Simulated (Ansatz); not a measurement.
**PdI (CsCl type): how the settings move a single-point run**

How sensitive is a single-point run of PdI (CsCl type) to its settings? A reference run comes first, then one run with altered input.

Method: reference: DFT, PBE, PAW with Ansatz's default frozen-core files, scalar-relativistic, in Ansatz 0.2.0.

1 further run of the same task is left out (it didn't finish).

## (1) Starting point

The structure is cubic, space group Pm-3m (No. 221). Conventional cell: a = 3.018 Å, b = 3.018 Å, c = 3.018 Å, α = 90.00°, β = 90.00°, γ = 90.00°. Around Pd (site symmetry m-3m) lie 8 I at 2.61 Å. I (site symmetry m-3m) is surrounded by 8 Pd at 2.61 Å.

Structure file:

```cif
data_structure
_symmetry_space_group_name_H-M 'P 1'
_symmetry_Int_Tables_number 1
_cell_length_a 3.0182
_cell_length_b 3.0182
_cell_length_c 3.0182
_cell_angle_alpha 90.000
_cell_angle_beta 90.000
_cell_angle_gamma 90.000
_cell_volume 27.49
loop_
_atom_site_label
_atom_site_type_symbol
_atom_site_fract_x
_atom_site_fract_y
_atom_site_fract_z
_atom_site_occupancy
Pd1 Pd 0.00000 0.00000 0.00000 1
I1 I 0.50000 0.50000 0.50000 1
```

## (2) Reference

Input file input.yaml:

```yaml
crystal:
  lattice:
    - [3.0182215506, 0.0, 0.0]
    - [0.0, 3.0182215506, 0.0]
    - [0.0, 0.0, 3.0182215506]
  atoms:
    - { symbol: Pd, position: [0.0, 0.0, 0.0] }
    - { symbol: I, position: [0.5, 0.5, 0.5] }
kpoints:
  mp_grid: { grid: [12, 12, 12] }
scf:
  occupations: { method: fermi_dirac, width: 0.05 }
hamiltonian:
  xc: pbe
  pseudopotentials: { kind: paw }
output:
  forces: true
  stress: true
  eigenvalues: true
  populations: true
  write_density: true
  write_potential: true
  elf: true
  volumetric_format: npy
```

Command:

```sh
$ ansatz run input.yaml --threads 1 --pin off --max-ram 2048MiB --backend cpu --events-out ev --progress --plain --runs-dir out
```

## (3) Changed: pseudopotentials.source jth

Edit input.yaml of step 2 so:

```diff
@@ -14,3 +14,3 @@
   xc: pbe
-  pseudopotentials: { kind: paw }
+  pseudopotentials: { kind: paw, source: jth }
 output:
```

Q: Predict the outcome of this session. Wanted: for each run, ending; energy change; pressure; gap; force.

As calculated:

| run | ending | energy change | pressure (GPa) | gap (eV) | force (eV/Å) | cycles | time |
| --- | --- | --- | --- | --- | --- | --- | --- |
| reference | converged | - | 129.7 | 0.00 | 0.00 | 6 | 4.1 s |
| 1: pseudopotentials.source jth | converged | not comparable | 133.7 | 0.00 | 0.00 | 7 | 12 s |

Residual by cycle in the longest SCF loop of each run; runs are numbered as in the table. The quantity is the density residual dr2, in eV.

| cycle | reference | run 1 |
| --- | --- | --- |
| 1 | 0.0815 | 0.602 |
| 2 | 0.0405 | 0.265 |
| 3 | 2.7e-4 | 0.0116 |
| 4 | 2.0e-5 | 1.8e-4 |
| 5 | 6.9e-7 | 1.3e-5 |
| 6 | 4.1e-8 | 4.9e-7 |
| 7 | - | 8.1e-8 |

What this shows: After a change of potentials the difference of the totals has no physical meaning; the pressure goes from 129.7 to 133.7 GPa. Cost: 7 SCF cycles against 6, 12 s against 4.1 s. The structure is not at rest: the sound run finds 130 GPa, so these are no properties of the relaxed crystal. 
